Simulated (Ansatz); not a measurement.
Working through a single point in a Gaussian basis of CH10Si4, SMILES C[SiH]1[SiH2][SiH2][SiH2]1

Program: Ansatz's Python interface.

Run as a notebook:

```python
import ansatz as az
import numpy as np
import pandas as pd
```

```python
mol = (
    az.Crystal.molecule()
    .atom("C", (1.9267, -0.9321, -0.5184))
    .atom("Si", (0.9872, 0.1656, 0.6093))
    .atom("Si", (-0.9785, -0.77, 1.2999))
    .atom("Si", (-1.9503, 0.149, -0.556))
    .atom("Si", (-0.2715, 1.7025, -0.5178))
    .atom("H", (2.3597, -1.7797, 0.0229))
    .atom("H", (1.3046, -1.3434, -1.3199))
    .atom("H", (2.7551, -0.3968, -0.9938))
    .atom("H", (1.8191, 0.734, 1.706))
    .atom("H", (-0.9629, -2.2584, 1.3175))
    .atom("H", (-1.4779, -0.1729, 2.5685))
    .atom("H", (-1.8651, -0.7476, -1.7423))
    .atom("H", (-3.3159, 0.701, -0.3363))
    .atom("H", (-0.6022, 2.8892, 0.3173))
    .atom("H", (0.2719, 2.0595, -1.8568))
)

setup = (
    mol.calculation()
    .basis(gaussian="def2-SVP")
    .correlation("CCSD")
    .forces()
)
done = setup.run(threads=1, pin="off")
r = done.report
```

```python
{key: value for key, value in r.items() if isinstance(value, (int, float)) and "ev" in key}
```

    {'free_energy_ev': -32643.686966467743, 'reference_energy_ev': -32626.51082309613}

```python
r["converged"], r["free_energy_ev"]
```

    (True, -32643.686966467743)

```python
print(f"E = {r['free_energy_ev']:.6f} eV = {r['free_energy_ev'] / 27.211386246:.7f} Ha")
print("converged:", r["converged"], " doubts:", r["published_state_doubts"] or "none")
```

    E = -32643.686966 eV = -1199.6333693 Ha
    converged: True  doubts: none

```python
parts = r["correlation"]
for name in ("random_phase", "coupled_cluster", "perturbative"):
    if name in parts:
        print(f"{name:16s} {parts[name]['energy']['hartree']:12.7f} Ha")
if "second_order" in parts:
    pair = parts["second_order"]
    print(f"MP2 same spin {pair['same_spin']['hartree']:.7f} Ha, opposite spin {pair['opposite_spin']['hartree']:.7f} Ha")
```

    coupled_cluster    -0.6312116 Ha
    MP2 same spin -0.1053987 Ha, opposite spin -0.4385578 Ha

```python
symbols = [site.symbol for site in mol.cartesian_sites]
forces = np.array(r["forces_ev_ang"])
print("largest force", round(float(np.linalg.norm(forces, axis=1).max()), 4), "eV/A, rms", round(float(np.sqrt((forces ** 2).mean())), 4))
```

    largest force 1.6631 eV/A, rms 0.4944

```python
charges = r["charge_distribution"]
table = pd.DataFrame({"atom": symbols, "mulliken": charges["mulliken_charges_e"], "lowdin": charges["lowdin_charges_e"]})
print(table.round(3).to_string())
print("dipole (e A):", np.round(charges["dipole_moment_e_ang"], 4) + 0.0)
```

       atom  mulliken  lowdin
    0     C    -0.285  -0.095
    1    Si     0.145   0.143
    2    Si     0.149   0.138
    3    Si     0.116   0.142
    4    Si     0.149   0.138
    5     H     0.067   0.013
    6     H     0.059   0.014
    7     H     0.067   0.013
    8     H    -0.072  -0.082
    9     H    -0.072  -0.078
    10    H    -0.060  -0.064
    11    H    -0.064  -0.065
    12    H    -0.068  -0.076
    13    H    -0.060  -0.064
    14    H    -0.072  -0.078
    dipole (e A): [ 0.1414 -0.0944 -0.0735]

Total energies depend on the basis set; only differences at equal settings carry meaning. The geometry is a force-field or estimated start, not a minimum of this method, and the basis set is short of its limit. The Löwdin charges here are taken after orthogonalising the functions within each atom; they differ from plain Löwdin charges, and their signs can be unphysical. The whole script took 68 s on 1 thread of Arm Neoverse V1 (shared host), peak memory 1.1 GiB.
